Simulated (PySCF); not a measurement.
# Cl5Fe ([FeCl5]3-): the cost of one run

Computed with PySCF 2.14.0 and routines of our own; the level stands in each step. Atoms count from 0.

## Step 1: The system as given

6 atoms, charge -3, states of the metal's open shell are computed; geometry from: model geometry, bond lengths from ionic radii.

## Step 2: Ligand-field states: state-averaged CASSCF in water

Job settings and geometry (Å):

```
{"job": {"kind": "lf", "basis": {"metal": "x2c-TZVPall", "ligand": "x2c-SVPall"}, "nevpt": true, "solvent": "water"}, "charge": -3, "metal": "Fe", "open_shell": "d6"}
Fe     0.000000     0.000000     0.000000
Cl     0.000000     0.000000     2.430000
Cl     2.393083     0.000000    -0.421965
Cl    -2.393083     0.000000    -0.421965
Cl     0.000000     2.393083    -0.421965
Cl    -0.000000    -2.393083    -0.421965
```

With the program's defaults for keys left out, this is: state-averaged CASSCF of the metal d shell, SC-NEVPT2 on the averaged canonical orbitals, state-interaction spin-orbit coupling.

Started as:

```console
$ OMP_NUM_THREADS=1 python lf_run.py task.json out
```

The driver reads the jobs from task.json and runs them one after another.

Q: Estimate the wall time and peak memory of this first job on 1 thread of Arm Neoverse V2, shared host.

About 13 s, with a peak of 0.34 GiB.
